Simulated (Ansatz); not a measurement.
# C₃H₇FSi: one species, many methods

The task here is to estimate one member of a computed series from the others.

Computed with Ansatz 0.2.0, Gaussian basis. Level: functionals in def2-TZVPP, the program's frozen cores in correlated methods.

The runs, in order: PBE-D4, r2SCAN-D4, PBE0-D4, B3LYP-D4, ωB97X-V, ωB97M-V, B2PLYP; CCSD(T)/def2-TZVPP; MP2/def2-QZVPP; extrapolation to the limit.

### The relaxed structure

The geometry comes from an earlier relaxation with PBE0-D4 in a triple-zeta def2 set; it is a stationary point, not always the lowest conformer.

SMILES `C=C(F)C[SiH3]`, 12 atoms, charge 0, spin multiplicity 1.

Atoms are counted from 1 here; the program's logs count them from 0.

Bond lengths: C1–C2 1.322 Å, C1–H6 1.080 Å, C1–H7 1.081 Å, C2–F3 1.348 Å, C2–C4 1.480 Å, C4–Si5 1.893 Å, C4–H8 1.092 Å, C4–H9 1.095 Å, Si5–H10 1.484 Å, Si5–H11 1.487 Å, Si5–H12 1.486 Å. Angles: C2–C1–H6 120.0°, C2–C1–H7 120.8°, H6–C1–H7 119.2°, C1–C2–F3 119.2°, C1–C2–C4 128.9°, F3–C2–C4 111.9°, C2–C4–Si5 113.3°, C2–C4–H8 109.6°, C2–C4–H9 109.6°, Si5–C4–H8 108.2°, Si5–C4–H9 108.2°, H8–C4–H9 107.7°, C4–Si5–H10 111.0°, C4–Si5–H11 108.6°, C4–Si5–H12 109.5°, H10–Si5–H11 109.1°, H10–Si5–H12 109.5°, H11–Si5–H12 109.2°.

Set-up of the first run:

in.yaml reads:

```yaml
crystal:
  periodic: [false, false, false]
  atoms:
    - {symbol: C, position_ang: [-0.002703, 1.826939, 1.026774]}
    - {symbol: C, position_ang: [0.361973, 0.568116, 0.851935]}
    - {symbol: F, position_ang: [1.633286, 0.208432, 1.121036]}
    - {symbol: C, position_ang: [-0.440283, -0.570407, 0.352412]}
    - {symbol: Si, position_ang: [0.076900, -1.151177, -1.373601]}
    - {symbol: H, position_ang: [-1.019350, 2.128708, 0.820362]}
    - {symbol: H, position_ang: [0.705769, 2.565830, 1.375286]}
    - {symbol: H, position_ang: [-1.494621, -0.288334, 0.315809]}
    - {symbol: H, position_ang: [-0.345329, -1.417300, 1.040666]}
    - {symbol: H, position_ang: [1.497539, -1.579024, -1.386268]}
    - {symbol: H, position_ang: [-0.780674, -2.301768, -1.763813]}
    - {symbol: H, position_ang: [-0.115606, -0.045214, -2.346498]}
basis:
  gaussian: {orbitals: def2-TZVPP}
hamiltonian: {xc: pbe, dispersion: d4}
output: {forces: true, orbitals: {seedname: orbitals}}
```

Run with:

```sh
ansatz run in.yaml --threads 4 --pin off --events-out ev --progress --plain --max-ram 10444MiB
```

Among the steps run: PBE-D4 (GGA); r2SCAN-D4 (meta-GGA); PBE0-D4 (hybrid); B3LYP-D4 (hybrid); ωB97X-V (range-separated); ωB97M-V (range-separated); B2PLYP (double hybrid); CCSD(T) in def2-TZVPP; MP2 in def2-QZVPP.

One of the session's tables, all rows but one given; the rest of the session is left out.

```
            method  atomisation energy (eV)
            PBE-D4                   47.789
         r2SCAN-D4                   47.080
           PBE0-D4                   47.065
          B3LYP-D4                        ?
           ωB97X-V                   47.068
           ωB97M-V                   47.063
            B2PLYP                   46.461
     HF/def2-TZVPP                   35.021
    MP2/def2-TZVPP                   46.379
   CCSD/def2-TZVPP                   45.169
CCSD(T)/def2-TZVPP                   45.804
           MP2/CBS                   47.469
       CCSD(T)/CBS                   46.894
```

Q: Estimate the row for B3LYP-D4 from the others.

**Answer.** atomisation energy (eV): 46.964. In the column «atomisation energy (eV)» it lies between CCSD(T)/CBS (46.894) and ωB97M-V (47.063).
